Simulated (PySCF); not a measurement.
**doublet SnSe+ at 6 levels**

We compute a comparison of 6 runs (U-r2SCAN/def2-TZVP, UBHLYP/def2-TZVP, UM06-2X/def2-TZVP, UPBE/def2-TZVP, UPBE0/def2-TZVP, UTPSS/def2-TZVP) of doublet SnSe+. Input form: a Python script.

Program for the calculation: PySCF 2.14.0.

3 further runs of the same task are left out: 3 set aside as unsound or not needed.

## 1. The structure to begin with

The species is SnSe+ (2 atoms), meant as a doublet with charge +1. SMILES of the parent species: `[Se][Sn]`. The shape comes from GFN2-xTB, which is rough for such elements, and wasn't checked as a minimum. That shape belongs to the parent species and isn't relaxed for this state.

Bond lengths: Se1–Sn2 2.338 Å.

## 2. The energy at U-r2SCAN/def2-TZVP (core potential) (run 1)

input.py

```python
from pyscf import gto, dft

mol = gto.M(
    atom='''
Se     0.000000     0.000000     0.000000
Sn     0.000000     0.000000     4.418822
''',
    charge=1,
    spin=1,
    ecp={'Sn': 'def2-svp'},
    verbose=4,
    basis='def2-tzvp',
    max_memory=1860,
    unit='bohr',
)

calc0 = dft.UKS(mol, xc='r2scan')
calc0.grids.level = 5
calc0.conv_tol = 1e-10
calc0.kernel()
if not calc0.converged:
    calc0 = calc0.newton().run(calc0.mo_coeff, calc0.mo_occ)

energy = calc0.e_tot
print('E = %.10f Eh' % energy)
```

The run is started by

```console
$ OMP_NUM_THREADS=1 python input.py
```

Standard output:

```text
PySCF version 2.14.0

[... 54 lines left out ...]
WARN: HOMO -0.678554408572857 >= LUMO -0.678554408572855
[... 12 lines left out ...]
WARN: beta  nocc = 27  HOMO -0.358073638212186 >= LUMO -0.358073638212142
[... 1 line left out ...]
WARN: HOMO -0.358073638212186 >= LUMO -0.358073638212142
[... 54 lines left out ...]
converged SCF energy = -2615.64469570463  <S^2> = 0.75698766  2S+1 = 2.0069755
E = -2615.6446957046 Eh
```

Run time: 41 s. Hardware: 1 thread of Arm Neoverse V2, shared host; peak memory 0.52 GiB.

## 3. The energy at UBHLYP/def2-TZVP (core potential) (run 2)

input.py

```python
from pyscf import gto, dft

system = gto.M(
    atom='''
Se     0.000000     0.000000     0.000000
Sn     0.000000     0.000000     4.418822
''',
    charge=1,
    ecp={'Sn': 'def2-svp'},
    unit='bohr',
    max_memory=1860,
    basis='def2-tzvp',
    verbose=3,
    spin=1,
)

myscf = dft.UKS(system, xc='bhandhlyp')
myscf.grids.level = 5
myscf.conv_tol = 1e-10
myscf.kernel()
if not myscf.converged:
    myscf = myscf.newton().run(myscf.mo_coeff, myscf.mo_occ)

e_tot = myscf.e_tot
print('E(%s) = %.9f' % ('BHLYP', e_tot))
```

The run is started by

```console
$ OMP_NUM_THREADS=1 python input.py
```

Standard output:

```text
WARN: HOMO -0.656014050696916 >= LUMO -0.656014050696743

converged SCF energy = -2615.50423687814  <S^2> = 0.75521761  2S+1 = 2.0052108
E(BHLYP) = -2615.504236878
```

Run time: 19 s. Hardware: 1 thread of Arm Neoverse V2, shared host; peak memory 0.48 GiB.

Runs 3 to 5 aren't shown in full; the table further down has their settings and results.

## 4. The energy at UTPSS/def2-TZVP (core potential) (run 6)

input.py

```python
from pyscf import gto, dft

molecule = gto.Mole()
molecule.atom = '''
Se     0.000000     0.000000     0.000000
Sn     0.000000     0.000000     4.418822
'''
molecule.unit = 'bohr'
molecule.max_memory = 1860
molecule.verbose = 3
molecule.ecp = {'Sn': 'def2-svp'}
molecule.charge = 1
molecule.spin = 1
molecule.basis = 'def2-tzvp'
molecule.build()

myscf = dft.UKS(molecule, xc='tpss')
myscf.grids.level = 5
myscf.conv_tol = 1e-10
myscf.kernel()
if not myscf.converged:
    myscf = myscf.newton().run(myscf.mo_coeff, myscf.mo_occ)

e_tot = myscf.e_tot
print('E = %.10f Eh' % e_tot)
```

The run is started by

```console
$ OMP_NUM_THREADS=1 python input.py
```

Standard output:

```text
WARN: HOMO -0.671486652266467 >= LUMO -0.671486652266471

WARN: HOMO -0.353220891223374 >= LUMO -0.353220891223261

converged SCF energy = -2615.4222063868  <S^2> = 0.75441309  2S+1 = 2.0044082
E = -2615.4222063868 Eh
```

It took 40 s on 1 thread of Arm Neoverse V2, shared host; peak memory 0.52 GiB.

## 5. All runs side by side

| run | level | energy (Eh) | HOMO energy (eV) | LUMO energy (eV) | ⟨S²⟩ | wall time |
| --- | --- | --- | --- | --- | --- | --- |
| 1 | U-r2SCAN/def2-TZVP (core potential) | -2615.644696 | -12.61 | -11.83 | 0.757 | 41 s |
| 2 | UBHLYP/def2-TZVP (core potential) | -2615.504237 | -14.18 | -9.99 | 0.755 | 19 s |
| 3 | UM06-2X/def2-TZVP (core potential) | -2615.539228 | -14.22 | -9.96 | 0.755 | 39 s |
| 4 | UPBE/def2-TZVP (core potential) | -2615.220891 | -12.33 | -12.12 | 0.754 | 18 s |
| 5 | UPBE0/def2-TZVP (core potential) | -2615.301470 | -13.32 | -11.02 | 0.755 | 19 s |
| 6 | UTPSS/def2-TZVP (core potential) | -2615.422206 | -12.40 | -12.00 | 0.754 | 40 s |

## 6. Outcome

| quantity | value |
| --- | --- |
| run 6: total energy | -2615.42221 Eh |
| run 6: HOMO energy (highest over α and β) | -12.40 eV |
| run 6: LUMO energy (lowest over α and β) | -12.00 eV |
| run 6: ⟨S²⟩ | 0.754 |

Totals of different functionals can't be ranked against each other. All runs together took 2.9 min, the longest 41 s.
